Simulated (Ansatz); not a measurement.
**C₂H₉AlSi₂: one species, many methods**

An exercise on one series of results from a longer session: the logs are not shown, and one member is left open.

Program: Ansatz 0.2.0, Gaussian basis. Level of theory: functionals in def2-TZVPP, the program's frozen cores in correlated methods. These are calculated values, not measurements.

Levels to be run: PBE-D4, r2SCAN-D4, PBE0-D4, B3LYP-D4, ωB97X-V, ωB97M-V, B2PLYP; CCSD(T)/def2-TZVPP; MP2/def2-QZVPP; extrapolation to the limit.

### Structure used throughout

The geometry comes from an earlier relaxation with PBE0-D4 in a triple-zeta def2 set; it is a stationary point, not always the lowest conformer.

14 atoms, charge 0, spin multiplicity 1.

Atoms are counted from 1 here; the program's logs count them from 0.

Bond lengths: Si1–Si2 2.327 Å, Si1–H6 1.488 Å, Si1–H7 1.489 Å, Si1–H8 1.487 Å, Si2–C3 1.884 Å, Si2–Al5 2.426 Å, Si2–H10 1.486 Å, C3–C4 1.357 Å, C3–Al5 2.343 Å, C3–H11 1.092 Å, C4–H12 1.086 Å, C4–H13 1.085 Å, Al5–H9 1.585 Å, Al5–H14 1.583 Å. Angles: Si2–Si1–H6 108.0°, Si2–Si1–H7 112.5°, Si2–Si1–H8 110.5°, H6–Si1–H7 108.6°, H6–Si1–H8 108.7°, H7–Si1–H8 108.6°, Si1–Si2–C3 111.2°, Si1–Si2–Al5 117.3°, Si1–Si2–H10 115.0°, C3–Si2–Al5 64.4°, C3–Si2–H10 108.0°, Al5–Si2–H10 125.8°, Si2–C3–C4 126.6°, Si2–C3–Al5 69.1°, Si2–C3–H11 115.2°, C4–C3–Al5 81.5°, C4–C3–H11 115.8°, Al5–C3–H11 107.5° and more.

The first run:

File in.yaml:

```yaml
crystal:
  periodic: [false, false, false]
  atoms:
    - {symbol: Si, position_ang: [-2.024722, -0.307765, -1.283284]}
    - {symbol: Si, position_ang: [-0.558486, -1.055417, 0.362161]}
    - {symbol: C, position_ang: [0.264622, 0.388128, 1.250157]}
    - {symbol: C, position_ang: [0.882411, 1.447992, 0.669823]}
    - {symbol: Al, position_ang: [1.815845, -0.785893, -0.054897]}
    - {symbol: H, position_ang: [-1.348944, 0.780920, -2.040050]}
    - {symbol: H, position_ang: [-3.293487, 0.225087, -0.715511]}
    - {symbol: H, position_ang: [-2.353842, -1.409094, -2.226444]}
    - {symbol: H, position_ang: [2.125572, -0.130692, -1.464414]}
    - {symbol: H, position_ang: [-1.165645, -1.940474, 1.389704]}
    - {symbol: H, position_ang: [0.514727, 0.208183, 2.297545]}
    - {symbol: H, position_ang: [0.687178, 1.734435, -0.359144]}
    - {symbol: H, position_ang: [1.527213, 2.110602, 1.238505]}
    - {symbol: H, position_ang: [2.914559, -1.295213, 0.964651]}
basis:
  gaussian: {orbitals: def2-TZVPP}
hamiltonian: {xc: pbe, dispersion: d4}
output: {forces: true, orbitals: {seedname: orbitals}}
```

Run with:

```bash
> ansatz run in.yaml --threads 4 --pin off --events-out ev --progress --plain --max-ram 10444MiB
```

Steps of the session up to this table: PBE-D4 (GGA); r2SCAN-D4 (meta-GGA); PBE0-D4 (hybrid); B3LYP-D4 (hybrid); ωB97X-V (range-separated); ωB97M-V (range-separated); B2PLYP (double hybrid); CCSD(T) in def2-TZVPP; MP2 in def2-QZVPP.

One of the session's tables, all rows but one given; the rest of the session is left out.

It belongs to the step «Atomisation energies». 

| method | atomisation energy (kJ/mol) |
| --- | --- |
| PBE-D4 | 4573.4 |
| r2SCAN-D4 | 4573.1 |
| PBE0-D4 | 4541.6 |
| B3LYP-D4 | 4546.2 |
| ωB97X-V | 4575.4 |
| ωB97M-V | 4553.2 |
| B2PLYP | ? |
| HF/def2-TZVPP | 3420.1 |
| MP2/def2-TZVPP | 4440.8 |
| CCSD/def2-TZVPP | 4383.6 |
| CCSD(T)/def2-TZVPP | 4442.4 |
| MP2/CBS | 4550.6 |
| CCSD(T)/CBS | 4552.2 |

Estimate the missing values for B2PLYP.

As computed: atomisation energy (kJ/mol): 4480.4. In the column «atomisation energy (kJ/mol)» it lies between CCSD(T)/def2-TZVPP (4442.4) and PBE0-D4 (4541.6).

Caveats from the session: Free atoms (2 Si, 2 C, 1 Al, 9 H) were run apart at each level; the atomisation energy is their sum less the molecule, without zero-point or spin-orbit terms.
